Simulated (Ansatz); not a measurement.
**CH₃BCl₂Se: up Jacob's ladder to CCSD(T)**

An exercise on one series of results from a longer session: the logs are not shown, and one member is left open.

The runs use Ansatz 0.2.0, Gaussian basis; functionals in def2-TZVPP, the program's frozen cores in correlated methods.

Levels to be run: LDA (SPW92), PBE-D4, revPBE-D4, BLYP-D4, r2SCAN-D4, B97M-V, PBE0-D4, B3LYP-D4, r2SCANh-D4, r2SCAN0-D4, HSE06-D4, BHLYP-D4, CAM-B3LYP-D4, LC-ωPBE, ωB97X-V, ωB97M-V, B2PLYP, PBE-QIDH; CCSD(T)/def2-SVP; CCSD(T)/def2-TZVPP; MP2/def2-QZVPP; extrapolation to the limit; RPA on PBE.

### The relaxed structure

An earlier PBE0-D4 in a triple-zeta def2 set relaxation fixed the geometry.

SMILES `C[Se]B(Cl)Cl`, 8 atoms, charge 0, spin multiplicity 1.

Atoms are counted from 1 here; the program's logs count them from 0.

Bond lengths: C1–Se2 1.948 Å, C1–H6 1.087 Å, C1–H7 1.088 Å, C1–H8 1.087 Å, Se2–B3 1.916 Å, B3–Cl4 1.748 Å, B3–Cl5 1.748 Å. Angles: Se2–C1–H6 109.8°, Se2–C1–H7 106.3°, Se2–C1–H8 109.8°, H6–C1–H7 110.1°, H6–C1–H8 110.5°, H7–C1–H8 110.1°, C1–Se2–B3 101.1°, Se2–B3–Cl4 122.9°, Se2–B3–Cl5 117.6°, Cl4–B3–Cl5 119.5°.

Set-up of the first run:

File in.yaml:

```yaml
crystal:
  periodic: [false, false, false]
  atoms:
    - {symbol: C, position_ang: [-0.127780, 0.633516, 1.206096]}
    - {symbol: Se, position_ang: [-1.239795, 0.111846, -0.305454]}
    - {symbol: B, position_ang: [0.052465, -0.735993, -1.437512]}
    - {symbol: Cl, position_ang: [1.740623, -0.882797, -1.006966]}
    - {symbol: Cl, position_ang: [-0.507197, -1.382924, -2.962423]}
    - {symbol: H, position_ang: [0.313948, -0.249385, 1.661127]}
    - {symbol: H, position_ang: [-0.788071, 1.129729, 1.914957]}
    - {symbol: H, position_ang: [0.647908, 1.319009, 0.874275]}
basis:
  gaussian: {orbitals: def2-TZVPP}
hamiltonian: {xc: lda}
output: {orbitals: {seedname: orbitals}}
```

On the command line:

```sh
$ ansatz run in.yaml --threads 4 --pin off --events-out ev --progress --plain --max-ram 10444MiB
```

Steps of the session up to this table: LDA; PBE-D4 (GGA); revPBE-D4 (GGA); BLYP-D4 (GGA); r2SCAN-D4 (meta-GGA); B97M-V (meta-GGA); B3LYP-D4 (hybrid); r2SCANh-D4 (hybrid); r2SCAN0-D4 (hybrid); HSE06-D4 (hybrid); BHLYP-D4 (hybrid); CAM-B3LYP-D4 (range-separated); LC-ωPBE (range-separated); ωB97X-V (range-separated); ωB97M-V (range-separated); B2PLYP (double hybrid); PBE-QIDH (double hybrid).

One of the session's tables, all rows but one given; the rest of the session is left out.

It belongs to the step «Frontier levels by functional». 

| functional | HOMO (eV) | gap (eV) |
| --- | --- | --- |
| LDA (SPW92) | -6.37 | 4.05 |
| PBE-D4 | -6.22 | 4.13 |
| revPBE-D4 | ? | ? |
| BLYP-D4 | -6.04 | 4.14 |
| r2SCAN-D4 | -6.48 | 4.62 |
| B97M-V | -6.52 | 4.78 |
| PBE0-D4 | -7.32 | 6.09 |
| B3LYP-D4 | -7.09 | 5.70 |
| r2SCANh-D4 | -6.89 | 5.33 |
| r2SCAN0-D4 | -7.50 | 6.40 |
| HSE06-D4 | -6.93 | 5.32 |
| BHLYP-D4 | -8.27 | 8.10 |
| CAM-B3LYP-D4 | -8.56 | 8.46 |
| LC-ωPBE | -9.90 | 10.82 |
| ωB97X-V | -9.56 | 10.47 |
| ωB97M-V | -9.41 | 10.21 |

Q: Estimate the row for revPBE-D4 from the others.

The run gave: HOMO (eV): -6.16; gap (eV): 4.17. In the column «HOMO (eV)» it lies between PBE-D4 (-6.22) and BLYP-D4 (-6.04).
